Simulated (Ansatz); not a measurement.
# Ba2SO: the cost of one run

The runs shown are made with Ansatz 0.2.0. PAW datasets, plane waves. Simulation only: spin-unpolarised, and no claim that this is the phase found in nature.

## 1. The system as given

The cell was relaxed beforehand with r2SCAN.

It is trigonal, R-3m (No. 166); conventional cell a = 4.206 Å, c = 20.849 Å, 26.61 Å³ an atom. Around O lie 6 Ba at 2.86 Å; around S lie 6 Ba at 3.13 Å; around Ba lie 3 O at 2.86 Å and 3 S at 3.13 Å.

Coordinates:

```
CELL_PARAMETERS angstrom
2.10287 1.21409 6.94973
-2.10287 1.21409 6.94973
0.00000 -2.42819 6.94973
ATOMIC_POSITIONS crystal
O 0.00000 0.00000 0.00000
S 0.50000 0.50000 0.50000
Ba 0.26117 0.26117 0.26117
Ba 0.73883 0.73883 0.73883
```

## 2. PBE band path

Input file input.yaml:

```yaml
crystal:
  lattice:
    - [2.1028716291, 1.2140935012, 6.9497251284]
    - [-2.1028716291, 1.2140935012, 6.9497251284]
    - [0.0, -2.4281870023, 6.9497251284]
  atoms:
    - { symbol: O, position: [1.0, 0.0, 0.0] }
    - { symbol: S, position: [0.5, 0.5, 0.5] }
    - { symbol: Ba, position: [0.2611685527, 0.2611685527, 0.2611685527] }
    - { symbol: Ba, position: [0.7388314473, 0.7388314473, 0.7388314473] }
kpoints:
  mp_grid: { grid: [8, 8, 8] }
  band_path:
    path:
      - [[0.0, 0.0, 0.0], [0.5, 0.5, 0.5], [0.8129873935954, 0.1870126064046, 0.5]]
      - [[0.5, -0.1870126064046, 0.1870126064046], [0.5, -2.109329999786e-16, -1.231926635573e-16], [0.0, 0.0, 0.0], [0.3435063032023, -0.3435063032023, -3.365820615794e-17]]
      - [[0.6564936967977, -9.144740661747e-17, 0.3435063032023], [0.5, 1.909669401322e-16, 0.5], [0.0, 0.0, 0.0]]
    npoints: 10
hamiltonian:
  xc: pbe
scf:
  occupations: { method: fermi_dirac, width: 0.02 }
  n_extra_bands: 5
output:
  forces: true
  stress: true
  eigenvalues: true
```

On the command line:

```
ansatz run input.yaml --threads 2 --pin off --max-ram 2211MiB --backend cpu --events-out ev --progress --plain --runs-dir out
```

What time and memory should one allow on 2 threads of Intel Xeon at 2.50GHz (Skylake/Cascade Lake), shared host?

About 17 s, with a peak of 0.46 GiB.
